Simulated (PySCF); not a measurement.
# C2H5NOSi: the cost of one run

The runs use PySCF 2.14.0, with density-fitted response routines of our own; the level of theory stands in each step. All values are computed, except where a source is named. Atoms are numbered from 0 throughout.

### 1 The molecule as given

10 atoms, charge 0, multiplicity 1; geometry from: GFN2-xTB. The atoms were then displaced at random by about 0.01 Å, so the start is not that level's minimum.

Bonds of the start (Å): C0–C1 1.22, C1–Si2 1.88, Si2–N3 1.70, Si2–O4 1.62, C0–H5 1.04, Si2–H6 1.47, N3–H7 1.01, N3–H8 0.99, O4–H9 0.96.

### 2 Optimising the geometry at PBE0-D3(BJ)/def2-SVP

Job settings and geometry (Å):

```
{"job": {"xc": "PBE0", "basis": "def2-SVP", "d3": "d3bj", "grid": 1, "shake": 0.01, "kind": "geom"}, "charge": 0, "multiplicity": 1}
C      2.364520     0.895250    -0.172710
C      1.203630     0.590530     0.045490
Si    -0.560940     0.048150     0.381150
N     -0.854080    -1.583570     0.000420
O     -1.570240     0.847340    -0.599540
H      3.332590     1.216790    -0.375680
H     -0.812850     0.269640     1.807760
H     -1.140460    -1.798220    -0.946380
H     -0.313090    -2.309200     0.406590
H     -1.598640     1.802340    -0.568160
```

The run is started by

```
OMP_NUM_THREADS=1 python probes_run.py task.json out
```

One launch serves the whole session: the jobs run in the order shown.

**Question.** How long does this first job take on 1 thread of Arm Neoverse V1, shared host, and how much memory does it need?

About 85 s, with a peak of 0.4 GiB.
